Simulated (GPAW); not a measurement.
# SnSe2 (P-3m1) in GPAW: settings compared, part 2 of 2

GPAW 26.7.0.

### Step 4. Hybrid scf, r2SCAN-EpsX

run.py

```python
import numpy as np
from ase import Atoms
from ase.dft.bandgap import bandgap
from ase.io import write
from gpaw import GPAW, PW
from gpaw.xc import parametrizedxc

class ScaledMGGA(parametrizedxc.ParametrizedKernel):
    """Weighted sum of Libxc meta-GGA parts, named like '0.75_MGGA_X_..+1.0_MGGA_C_..'."""
    def __init__(self, name):
        super().__init__(name)
        self.type = 'MGGA'

    def calculate(self, e_g, n_sg, dedn_sg, sigma_xg, dedsigma_xg, tau_sg, dedtau_sg):
        e_g[:] = dedsigma_xg[:] = dedtau_sg[:] = 0.0
        for kernel, c in zip(self.kernels, self.coefs):
            e, v, s, t = [np.zeros_like(x) for x in [e_g, dedn_sg, dedsigma_xg, dedtau_sg]]
            kernel.calculate(e, n_sg, v, sigma_xg, s, tau_sg, t)
            e_g += c * e
            dedn_sg += c * v
            dedsigma_xg += c * s
            dedtau_sg += c * t

parametrizedxc.ParametrizedKernel = ScaledMGGA

atoms = Atoms(['Sn', 'Se', 'Se'],
              cell=[[3.811, 0.0, 0.0],
                    [-1.9055, 3.3004228138, 0.0],
                    [0.0, 0.0, 6.136]],
              scaled_positions=[[0.0, 0.0, 0.0],
                                [0.6666666667, 0.3333333333, 0.751],
                                [0.3333333333, 0.6666666667, 0.249]],
              pbc=True)

calc = GPAW(mode=PW(450),
            xc={'name': '0.895_MGGA_X_R2SCAN+1.0_MGGA_C_R2SCAN', 'fraction': 0.105, 'omega': 0.0, 'backend': 'pw'},
            kpts={'size': (3, 3, 2), 'gamma': True},
            occupations={'name': 'fermi-dirac', 'width': 0.05},
            nbands=24,
            convergence={'density': 0.0001},
            maxiter=100,
            txt='gpaw.txt')
atoms.calc = calc
energy = atoms.get_potential_energy()
calc.write('gs.gpw')
write('result.traj', atoms)
print(f'Energy: {energy:.6f} eV')
print('Fermi level:', round(calc.get_fermi_level(), 4), 'eV')
print(f'Gap: {bandgap(calc)[0]:.4f} eV, direct: {bandgap(calc, direct=True)[0]:.4f} eV')
```

Potentials or basis: GPAW PAW data sets (gpaw-data 1.2.1), pw.

Started as:

```bash
OMP_NUM_THREADS=1 python run.py
```

gpaw.txt:

```text
__  _  _
 | _ |_)|_||  |
 |__||  | ||/\| - 26.7.0

Input parameters:
  mode=PW(ecut=450.00000000000006),
  convergence={'density': 0.0001},
  kpts=MonkhorstPack(size=(3, 3, 2), gamma=True),
  maxiter=100,
  nbands=24,
  occupations=Occupations(name='fermi-dirac', width=0.05),
  xc=XC(name='0.895_MGGA_X_R2SCAN+1.0_MGGA_C_R2SCAN', fraction=0.105, omega=0.0, backend='pw')

Diagonalizing LCAO Hamiltonian
Converting LCAO to pw mode

             Se

         Se

       Sn

Atoms  # Å, Bohr magnetons
|   | symbol |         x |        y |        z |    initial magnetic moments |
|---|--------|-----------|----------|----------|-----------------------------|
| 0 |     Sn |  0.000000 | 0.000000 | 0.000000 | ( 0.0000,  0.0000,  0.0000) |
| 1 |     Se |  1.905500 | 1.100141 | 4.608136 | ( 0.0000,  0.0000,  0.0000) |
| 2 |     Se | -0.000000 | 2.200282 | 1.527864 | ( 0.0000,  0.0000,  0.0000) |

Unit cell  # Å
| periodic |         x |        y |        z |  lengths |     angles |
|----------|-----------|----------|----------|----------|------------|
|      yes |  3.811000 | 0.000000 | 0.000000 | 3.811000 |  90.000000 |
|      yes | -1.905500 | 3.300423 | 0.000000 | 3.811000 |  90.000000 |
|      yes |  0.000000 | 0.000000 | 6.136000 | 6.136000 | 120.000000 |

Number of symmetries: 12
Symmetry operations  # r_c * U_cc + t_c -> r_c
|    | kind |            matrix            |
|----|------|------------------------------|
|  0 |  σ   |  1, 1, 0,  0,-1, 0,  0, 0, 1 |
|  1 |  S6  |  1, 1, 0, -1, 0, 0,  0, 0,-1 |
|  2 |  E   |  1, 0, 0,  0, 1, 0,  0, 0, 1 |
|  3 |  C2  |  1, 0, 0, -1,-1, 0,  0, 0,-1 |
|  4 |  C2  |  0, 1, 0,  1, 0, 0,  0, 0,-1 |
|  5 |  C3  |  0, 1, 0, -1,-1, 0,  0, 0, 1 |
|  6 |  S6  |  0,-1, 0,  1, 1, 0,  0, 0,-1 |
|  7 |  σ   |  0,-1, 0, -1, 0, 0,  0, 0, 1 |
|  8 |  σ   | -1, 0, 0,  1, 1, 0,  0, 0, 1 |
|  9 |  i   | -1, 0, 0,  0,-1, 0,  0, 0,-1 |
| 10 |  C3  | -1,-1, 0,  1, 0, 0,  0, 0, 1 |
| 11 |  C2  | -1,-1, 0,  0, 1, 0,  0, 0,-1 |

BZ-sampling:
  Number of BZ points: 18
  Number of IBZ points: 6

  Monkhorst-Pack size: [3, 3, 2]
  Monkhorst-Pack shift: [0.0, 0.0, 0.25]

K-points  # in reciprocal-cell coordinates
|   |                                coordinates |     weight |
|---|--------------------------------------------|------------|
| 0 | (  0.00000000,   0.00000000,   0.00000000) | 0.05555556 |
| 1 | (  0.00000000,   0.00000000,   0.50000000) | 0.05555556 |
| 2 | (  0.33333333,   0.00000000,   0.00000000) | 0.33333333 |
| 3 | (  0.33333333,   0.00000000,   0.50000000) | 0.33333333 |
| 4 | (  0.33333333,   0.33333333,   0.00000000) | 0.11111111 |
| 5 | (  0.33333333,   0.33333333,   0.50000000) | 0.11111111 |

Plane wave coefficients: 1701
Cutoff: 450.00000000000006 eV

Spin-components: 1 (collinear spins)
Bands:           24
Projectors:      16
Spin-degeneracy: 2
Datatype:        complex128

Density:
  Valence electrons: 26.0
  Components: 1
  Grid points: [20 20 32]
  Charge: 0.0  # |e|

Potential:
  Grid points: [20 20 32]

species:
  Sn:
    name:    Tin
    Z:       50.0
    valence: 14
    core:    36
    charge:  0.0  # [|e|]
    compensation charges:
      type: gauss
      rc: 0.38  # [Å]
      lmax: 2
    cutoffs:
      filter: 2.23  # [Å]
      core: 2.35  # [Å]
    projectors
    | kind |    occ | energy [eV] | rcut [Å] |
    |------|--------|-------------|----------|
    |   5s |  2.000 |     -10.538 |    1.201 |
    |   5p |  2.000 |      -3.696 |    1.270 |
    |   4d | 10.000 |     -25.845 |    1.185 |
    |    s |        |      16.674 |    1.201 |
    |    p |        |      23.515 |    1.270 |
    |    d |        |       1.367 |    1.185 |

    Using partial waves for Sn as LCAO basis

  Se:
    name:    Selenium
    Z:       34.0
    valence: 6
    core:    28
    charge:  0.0  # [|e|]
    compensation charges:
      type: gauss
      rc: 0.27  # [Å]
      lmax: 2
    cutoffs:
      filter: 1.77  # [Å]
      core: 2.67  # [Å]
    projectors
    | kind |    occ | energy [eV] | rcut [Å] |
    |------|--------|-------------|----------|
    |   4s |  2.000 |     -17.277 |    0.847 |
    |   4p |  4.000 |      -6.512 |    1.005 |
    |    s |        |       9.935 |    0.847 |
    |    p |        |      20.699 |    1.005 |
    |    d |        |       0.000 |    0.847 |

    Using partial waves for Se as LCAO basis

Reference energy: -300217.757568  # eV

eigensolver:
  PPCG
  Converge bands: occupied
  niter=2

density mixing:
  MSR1-Mixer
  Pratt-step length: 0.05
  Maximum mixing coefficient: 0.75
  Old densities: 10
  SVD Regularization: 0.005
  Good broyden scale: 1.0
  Trust region scale: 1.0
  Backstep threshold: 4.0
  History deletion threshold: 6.0
  Fourier metric: weight=20.0, sigma=0.015

occupation numbers:
  Fermi-Dirac:
    width: 0.0500  # eV

poisson solver:
  ecut: 3600.0000000000005  # eV

xc functional:
  name: 0.895_MGGA_X_R2SCAN+1.0_MGGA_C_R2SCAN with 2 nearest neighbor stencil

convergence criteria:
- Maximum integral of absolute [dens]ity change: 0.0001 electrons / valence electron
- Maximum [total energy] change in last 3 cyles: 0.0005 eV / valence electron
- Maximum integral of absolute [eigenst]ate change: 4e-08 eV^2 / valence electron
maximum number of iterations: 100

IBZ(<points: 6, symmetries: 12>)
Occupied bands: 13
SCF iterations
|iter     | |      energy | eigst |  dens |
|---------|-|-------------|-------|-------|
|iter:   1| | -971.728149 | -0.07 |       |
|iter:   2| |  -44.248950 | -1.08 | -1.02 |
|iter:   3| |  -44.175181 | -2.21 | -1.16 |
|iter:   4| |  -44.140905 | -2.34 | -1.28 |
|iter:   5| |  -44.144334 | -2.76 | -1.48 |
|iter:   6| |  -44.143128c| -3.12 | -1.70 |
|iter:   7| |  -44.142833c| -3.98 | -2.15 |
|iter:   8| |  -44.141818c| -5.18 | -2.35 |
|iter:   9| |  -44.140092c| -4.61 | -2.39 |
|iter:  10| |  -44.139411c| -5.05 | -2.57 |
|iter:  11| |  -44.138982c| -4.84 | -2.79 |
|iter:  12| |  -44.138990c| -5.82 | -3.78 |
|iter:  13| |  -44.138990c| -7.84c| -4.66c|

Converged in 13 steps
Energy contributions relative to reference atoms: (reference = -300217.757568)

Energy contributions:
  Kinetic:          30.688523
  Coulomb:         -25.824338
  Zero:             -0.534905
  External:          0.000000
  Xc:              910.959482
  Entropy:          -0.000000
  Spinorbit:         0.000000
  Hybrid_Xc_Cc:      -907.987933
  Hybrid_Xc_Vc:       -23.077000
  Hybrid_Xc_Vv:       -28.362819
  ----------------------------
  Free energy:     -44.138990
  Extrapolated:    -44.138990

dipole moment: (-6.285438, -10.886698, -20.240067)  # |e|*Ang

Fermi level: 5.554
Eigenvalues  # (at kpt = [0.000, 0.000, 0.000])
| band index |      eig [eV] | occ [0-2] |
|------------|---------------|-----------|
|          0 |       -18.255 |     2.000 |
|        ... |               |           |
|          5 |       -10.450 |     2.000 |
|          6 |        -8.519 |     2.000 |
|          7 |        -1.783 |     2.000 |
|          8 |         3.778 |     2.000 |
|          9 |         3.778 |     2.000 |
|         10 |         4.131 |     2.000 |
[... 8 lines left out ...]
|         19 |        14.721 |     0.000 |
|         20 |        15.609 |     0.000 |
|        ... |               |           |
|         23 |        16.661 |     0.000 |

Gap: 2.077 eV
Transition (v -> c):
  (s=0, k=0, n=12, [0.00, 0.00, 0.00]) -> (s=0, k=0, n=13, [0.00, 0.00, 0.00])
No difference between direct/indirect transitions
# Writing to gs.gpw (mode='')
```

Wall time 12 min (1 thread of Arm Neoverse V2, shared host); peak memory 0.36 GiB.

These settings aren't checked as converged: the numbers below hold their error.

Results:

* Free energy: -44.1390 eV
* Band gap on the k mesh: 2.08 eV, direct

Caveat: the k mesh is coarse (spacing up to 0.63 Å⁻¹), so the values aren't converged, least of all with exact exchange; exact exchange converges slowly with the k mesh, and this mesh is small; the scaled meta-GGA exchange is a class typed in the script; spin-orbit coupling is left out, which moves the levels of the heavy elements; an odd mesh through Γ misses points on the zone boundary, where band edges often lie.
